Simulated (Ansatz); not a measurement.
# C2H4OZn: the cost of one run

Computed with Ansatz 0.2.0, Gaussian basis. Level: the settings change from run to run.

## Step 1: The geometry

The geometry comes from an earlier relaxation with PBE0-D4 in a triple-zeta def2 set; it is a stationary point, not always the lowest conformer.

SMILES `C1[CH2][Zn][O]1`, 8 atoms, charge 0, spin multiplicity 1.

Atoms are counted from 1 here; the program's logs count them from 0.

Bond lengths: C1–C2 1.549 Å, C1–O4 1.420 Å, C1–H5 1.099 Å, C1–H6 1.099 Å, C2–Zn3 2.006 Å, C2–H7 1.088 Å, C2–H8 1.088 Å, Zn3–O4 1.873 Å. Angles: C2–C1–O4 112.7°, C2–C1–H5 108.2°, C2–C1–H6 108.2°, O4–C1–H5 109.4°, O4–C1–H6 109.4°, H5–C1–H6 108.7°, C1–C2–Zn3 80.0°, C1–C2–H7 116.0°, C1–C2–H8 115.9°, Zn3–C2–H7 115.3°, Zn3–C2–H8 115.3°, H7–C2–H8 111.3°, C2–Zn3–O4 79.1°, C1–O4–Zn3 88.1°.

## Step 2: wB97X-V/pcseg-2

Set apart from the defaults: atoms shaken by 0.03 Å.

Input file in.yaml:

```yaml
crystal:
  periodic: [false, false, false]
  atoms:
    - {symbol: C, position_ang: [0.139814, 0.667096, -0.120565]}
    - {symbol: C, position_ang: [-0.211197, -0.677760, 0.564149]}
    - {symbol: Zn, position_ang: [0.045278, -1.250322, -1.373384]}
    - {symbol: O, position_ang: [0.360782, 0.567181, -1.547153]}
    - {symbol: H, position_ang: [-0.688983, 1.440499, 0.057494]}
    - {symbol: H, position_ang: [1.082435, 1.098165, 0.366987]}
    - {symbol: H, position_ang: [0.504527, -1.085810, 1.195252]}
    - {symbol: H, position_ang: [-1.234435, -0.762559, 0.947898]}
basis:
  gaussian: {orbitals: pcseg-2}
hamiltonian: {xc: {name: wB97X-V}}
output: {forces: true}
```

Run with:

```
ansatz run in.yaml --threads 2 --pin off --events-out ev --progress --plain --max-ram 4352MiB
```

What time and memory should one allow on 2 threads of Intel Xeon Platinum 8375C at 2.90GHz, shared host?

About 12 s, with a peak of 0.6 GiB.
